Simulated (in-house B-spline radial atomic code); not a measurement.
**Tl⁵⁺: density, ELF and screening along the radius**

How do the shells of Tl⁵⁺ show in real space, and how much do the settings move them?

The numbers are computed with in-house B-spline radial atomic code version 1 (several methods, spin-polarised, as named in each step; spherical all-electron atom at the radial basis limit), except any that are marked as measured or tabulated.

## 1. The atom as given

```
element       : thallium (Z = 81)
charge        : +5
electrons     : 76
configuration : [Xe] 4f14 5d8
nucleus       : point (non-relativistic runs) or finite (X2C runs)
```

Outer shells as boxes (Hund's rule):

[Xe] 4f14 5d8
```
[Xe] core
4f [↑↓][↑↓][↑↓][↑↓][↑↓][↑↓][↑↓]
5d [↑↓][↑↓][↑↓][↑ ][↑ ]
```

Where spins are not typed, each open shell is filled with up spins first.

## 2. LDA (VWN5), X2C

The run's settings:

```ini
Z = 81
electrons = 76.0
configuration = [Xe] 4f14 5d8
hamiltonian = x2c
method = lda,vwn
spin_polarised = True
nucleus = fermi
rms_radius = 5.4759
mass_number = 205
atomic_mass = 204.974427318
speed_of_light = 137.035999084
```

Run with:

```console
$ python run_scf.py task.json out
```

One command runs all members of the session, one after another, from task.json.

## 3. PBE, X2C

Changes to the settings of step 2:

```diff
@@ -4,3 +4,3 @@
 hamiltonian = x2c
-method = lda,vwn
+method = pbe,pbe
 spin_polarised = True
```

## 4. Hartree-Fock, X2C

Changes to the settings of step 3:

```diff
@@ -4,3 +4,3 @@
 hamiltonian = x2c
-method = pbe,pbe
+method = hf
 spin_polarised = True
```

## 5. TPSS, X2C

Changes to the settings of step 4:

```diff
@@ -4,3 +4,3 @@
 hamiltonian = x2c
-method = hf
+method = tpss,tpss
 spin_polarised = True
```

## 6. RPBE, X2C

Changes to the settings of step 5:

```diff
@@ -4,3 +4,3 @@
 hamiltonian = x2c
-method = tpss,tpss
+method = rpbe,pbe
 spin_polarised = True
```

**Question.** How large is the system in each run, where do the shell borders lie, and what is the highest level?

As calculated:

| run | total energy (hartree) | highest level (eV) | radius holding 50 / 90 / 99 % (bohr) | radius at n = 0.001 (bohr) | ELF minima on the full grid (bohr) |
| --- | --- | --- | --- | --- | --- |
| LDA (VWN5), X2C | -20231.0891 | -74.897 | 0.347 / 1.09 / 1.92 | 2.90 | 0.024, 0.084, 0.24, 0.68 |
| PBE, X2C | -20243.3866 | -74.504 | 0.347 / 1.09 / 1.92 | 2.90 | 0.024, 0.084, 0.24, 0.68 |
| Hartree-Fock, X2C | -20237.6532 | -82.038 | 0.347 / 1.09 / 1.91 | 2.88 | 0.024, 0.084, 0.24, 0.68 |
| TPSS, X2C | -20242.6232 | -74.440 | 0.347 / 1.09 / 1.92 | 2.90 | 0.024, 0.084, 0.24, 0.68 |
| RPBE, X2C | -20244.1303 | -74.419 | 0.347 / 1.09 / 1.92 | 2.90 | 0.024, 0.084, 0.24, 0.68 |

In the first run ELF has 4 minima on the grid, which mark the borders between shells. On the record's full grid the screened charge (r times the electrostatic potential) falls from 80.8 near the nucleus to 5.00 at 4.4 bohr; far out it tends to the net charge, 5. The grid is coarse (about 23 % a step), so the places of minima are rough. For X2C runs ELF uses the non-relativistic kinetic energy density, and the fields carry no picture-change correction.
